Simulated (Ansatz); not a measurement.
**FH₂SeSn+ (SMILES [F][SnH+][SeH]): single points off equilibrium**

One table from this session's results is given with a row withheld; the runs are named, their logs left out.

Computed with Ansatz 0.2.0, Gaussian basis. Level: single points in def2-TZVPP.

Cores are frozen in the correlated methods. Filled d shells of the heavier atoms are correlated. Core potentials replace the inner electrons past krypton, and spin-orbit coupling is left out.

### The starting structure

SMILES `[F][SnH+][SeH]`, 5 atoms, charge 1, spin multiplicity 1.

Atoms are counted from 1 here; the program's logs count them from 0.

Bond lengths: F1–Sn2 1.954 Å, Sn2–Se3 2.496 Å, Sn2–H4 1.838 Å, Se3–H5 1.497 Å. Angles: F1–Sn2–Se3 97.6°, F1–Sn2–H4 98.2°, Se3–Sn2–H4 164.2°, Sn2–Se3–H5 99.2°.

As a file:

```xyz
5
charge 1, multiplicity 1
F    -1.9098    0.2361    0.9490
Sn   -0.4552   -0.4150   -0.1819
Se    1.2825    1.2256    0.5392
H    -1.3570   -1.7877   -1.0068
H     2.4306    0.7358   -0.2873
```

Set-up of the first run:

run/in.yaml

```yaml
crystal:
  periodic: [false, false, false]
  atoms:
    - {symbol: F, position_ang: [-1.909800, 0.236100, 0.949000]}
    - {symbol: Sn, position_ang: [-0.455200, -0.415000, -0.181900]}
    - {symbol: Se, position_ang: [1.282500, 1.225600, 0.539200]}
    - {symbol: H, position_ang: [-1.357000, -1.787700, -1.006800]}
    - {symbol: H, position_ang: [2.430600, 0.735800, -0.287300]}
basis:
  gaussian: {orbitals: def2-TZVPP}
total_charge: 1
correlation: {method: ccsd_t}
output: {forces: true}
```

No record of the launch command was kept for these runs.

Steps of the session up to this table: CCSD(T)/def2-TZVPP; PBE0-D4/def2-TZVPP; wB97M-V/def2-TZVPP; r2SCAN-D4/def2-TZVPP; PBE-D4/def2-TZVPP; BLYP-D4/def2-TZVPP; wB97X-V/def2-TZVPP.

One table of the session follows, with a row left open; its other results are not shown here.

| method | RMS force component (eV/Å) | angle to CCSD(T) forces (°) |
| --- | --- | --- |
| CCSD(T) | 0.878 | reference |
| PBE0-D4 | 0.832 | 2.2 |
| wB97M-V | 0.882 | 4.1 |
| r2SCAN-D4 | ? | ? |
| PBE-D4 | 0.591 | 12.7 |
| BLYP-D4 | 0.537 | 24.8 |
| wB97X-V | 0.910 | 4.5 |

Q: Estimate the row for r2SCAN-D4 from the others.

As computed: RMS force component (eV/Å): 0.792; angle to CCSD(T) forces (°): 2.1. In the column «RMS force component (eV/Å)» it lies between PBE-D4 (0.591) and PBE0-D4 (0.832).
